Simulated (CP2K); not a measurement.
The system is HfIn4SiO6.

```
Hf In Si O
1.0
     5.43134    0.00000    0.00000
    -2.71529    4.70390    0.00000
    -0.92829   -1.60769    7.40700
Hf In Si O
1 4 1 6
Direct
  0.78835 0.21165 0.00000
  0.62175 0.37825 0.50000
  0.45502 0.54498 0.00000
  0.28407 0.71593 0.50000
  0.95814 0.04186 0.50000
  0.12168 0.87832 0.00000
  0.06219 0.11415 0.86666
  0.88585 0.93781 0.13334
  0.79490 0.53784 0.86663
  0.46216 0.20510 0.13337
  0.15352 0.62879 0.13333
  0.37121 0.84648 0.86667
```

The cell was built by a generator and needn't be a form met in nature.

Base run:

| Property | Result |
| --- | --- |
| Program | CP2K 2026.2 |
| Functional | LDA |
| Potentials or basis | POTENTIAL_UZH Hf GTH-PBE-q12, In GTH-PBE-q13, Si GTH-PBE-q4, O GTH-PBE-q6; TZVP-MOLOPT-PBE-GTH basis |
| Density cutoff | 13606 eV |
| k mesh | 6 × 6 × 4 |
| Occupations | fermi-dirac, width 0.05 eV |
| Spin | no spin polarisation |

Its results: band gap on the k mesh none (metal or under the smearing width); pressure -6.0 GPa.

Q: After a change of settings the same cell gave: band gap on the k mesh none (metal or under the smearing width); pressure -4.4 GPa. Which change was it?
A. functional from LDA to vdW-DF-cx
B. functional from LDA to RPBE
C. functional from LDA to SCAN

A: C.

Caveats: the potentials were made for another functional, which shifts forces and pressure; the basis of atomic orbitals isn't converged, which shifts pressures, moduli and gaps.

Not every run made on this cell is shown here.
